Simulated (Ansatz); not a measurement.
# GePbO3, space group Pm-3m: a calculation of the elastic constants

With Ansatz 0.2.0 through its Python package.

Typed at the interpreter:
```pycon
>>> import ansatz as az
>>> import numpy as np
>>> structure = (
...     az.Lattice.cubic(3.888437)
...     .space_group(221)
...     .atom("Ge", (0.5, 0.5, 0.5))
...     .atom("Pb", (0.0, 0.0, 0.0))
...     .atom("O", (0.0, 0.5, 0.5))
... )
>>> structure.resolved().sites[-1]
Site(symbol='O', position=(0.5, 0.5, 0.0), moment=None, axis=None, held=None, saved=None)
>>> base = (
...     structure.calculation()
...     .functional("r2scan")
...     .occupations("fermi_dirac", width=0.1)
...     .kpoints(6, 6, 6)
... )
>>> out = base.elastic("relaxed_ion").run(threads=1, backend="cpu")
DeckWarning: basis.ecutwfc = 500 eV, auto-derived from the records' recommended cutoffs: set by Ge (their level for a meta-GGA)
>>> elastic = out.elastic
>>> print("C_ij (GPa), Voigt order xx yy zz yz xz xy")
C_ij (GPa), Voigt order xx yy zz yz xz xy
>>> for row in elastic.c_gpa:
...     print(" ".join(f"{value:8.1f}" for value in row))
...
   244.8    116.9    116.9     -0.0     -0.0     -0.0
   116.9    244.8    116.9     -0.0     -0.0      0.0
   116.9    116.9    244.8     -0.0     -0.0     -0.0
     0.0      0.0     -0.0    143.0     -0.0      0.0
     0.0      0.0      0.0     -0.0    143.0      0.0
     0.0      0.0      0.0      0.0      0.0    143.0
>>> print("smallest eigenvalue of C:", round(elastic.stability.min_eigenvalue_gpa, 1), "GPa; tensor positive definite:", elastic.stability.min_eigenvalue_gpa > 0)
smallest eigenvalue of C: 127.9 GPa; tensor positive definite: True
>>> # averaged moduli need a positive definite tensor
>>> if elastic.stability.min_eigenvalue_gpa > 0:
...     for name, value in elastic.moduli.to_plain().items():
...         print(f"{name:14s} {value:9.3f}")
...
k_voigt_gpa      159.526
k_reuss_gpa      159.526
k_hill_gpa       159.526
g_voigt_gpa      111.412
g_reuss_gpa       95.714
g_hill_gpa       103.563
youngs_gpa       255.417
poisson            0.233
```

What to keep in mind:
- For a metal this k-point mesh is coarse: on a finer one energies can move by several to tens of meV an atom and pressures by half a GPa or more, differences at one mesh by less.
- A positive definite tensor excludes instabilities under uniform strain alone; phonons elsewhere in the zone can still be imaginary.
- Spin-orbit coupling, which matters for elements this heavy, is left out.
- At these settings the cell as given stands under about -6 GPa, so it isn't at this functional's equilibrium volume.
- This cell is a computed structure, which may not be the phase found in nature.
- Warnings are shown shortened and without file and line.
- The constants belong to the cell that was strained; where it wasn't relaxed first it may be under stress.
- Wall time of the script: 110 s on 1 thread of Arm Neoverse V1 (shared host), peak memory 0.61 GiB.

(A comment or docstring line of the script was reworded after the run, the code is as it ran.)
